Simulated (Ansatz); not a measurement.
# SbNH₄ (SMILES [NH2][SbH2]): single points off equilibrium

The task here is to estimate one member of a computed series from the others.

The runs use Ansatz 0.2.0, Gaussian basis; single points in def2-TZVPP.

Cores are frozen in the correlated methods. Filled d shells of the heavier atoms are correlated. Core potentials replace the inner electrons past krypton, and spin-orbit coupling is left out.

**The system as given**

SMILES `[NH2][SbH2]`, 6 atoms, charge 0, spin multiplicity 1.

Atoms are counted from 1 here; the program's logs count them from 0.

Bond lengths: N1–Sb2 2.102 Å, N1–H3 0.982 Å, N1–H4 1.045 Å, Sb2–H5 1.940 Å, Sb2–H6 1.673 Å. Angles: Sb2–N1–H3 114.5°, Sb2–N1–H4 109.6°, H3–N1–H4 97.8°, N1–Sb2–H5 90.3°, N1–Sb2–H6 95.8°, H5–Sb2–H6 87.7°.

Geometry (Å):

```
N    -0.21700   -0.95080    0.02000
Sb    0.67780    0.94060    0.21910
H     0.17100   -1.51300   -0.68520
H     0.04250   -1.54870    0.83630
H    -0.21090    1.54410   -1.39590
H    -0.57590    1.63060    1.08620
```

Set-up of the first run:

run/in.yaml

```yaml
crystal:
  periodic: [false, false, false]
  atoms:
    - {symbol: N, position_ang: [-0.217000, -0.950800, 0.020000]}
    - {symbol: Sb, position_ang: [0.677800, 0.940600, 0.219100]}
    - {symbol: H, position_ang: [0.171000, -1.513000, -0.685200]}
    - {symbol: H, position_ang: [0.042500, -1.548700, 0.836300]}
    - {symbol: H, position_ang: [-0.210900, 1.544100, -1.395900]}
    - {symbol: H, position_ang: [-0.575900, 1.630600, 1.086200]}
basis:
  gaussian: {orbitals: def2-TZVPP}
correlation: {method: ccsd_t}
output: {forces: true}
```

No record of the launch command was kept for these runs.

Steps of the session up to this table: CCSD(T)/def2-TZVPP; PBE0-D4/def2-TZVPP; wB97M-V/def2-TZVPP; r2SCAN-D4/def2-TZVPP; PBE-D4/def2-TZVPP; r2SCANh-D4/def2-TZVPP; BLYP-D4/def2-TZVPP.

One of the session's tables, all rows but one given; the rest of the session is left out.

| method | RMS force component (eV/Å) | angle to CCSD(T) forces (°) | dipole (D) |
| --- | --- | --- | --- |
| CCSD(T) | 1.091 | reference | 1.79 |
| PBE0-D4 | 1.096 | 3.7 | 1.83 |
| wB97M-V | 1.119 | 4.0 | 1.92 |
| r2SCAN-D4 | ? | ? | ? |
| PBE-D4 | 1.064 | 13.2 | 1.80 |
| r2SCANh-D4 | 1.089 | 3.6 | 1.83 |
| BLYP-D4 | 1.041 | 16.5 | 1.94 |

Q: Estimate the row for r2SCAN-D4 from the others.

As computed: RMS force component (eV/Å): 1.074; angle to CCSD(T) forces (°): 4.7; dipole (D): 1.81. In the column «RMS force component (eV/Å)» it lies between PBE-D4 (1.064) and r2SCANh-D4 (1.089).
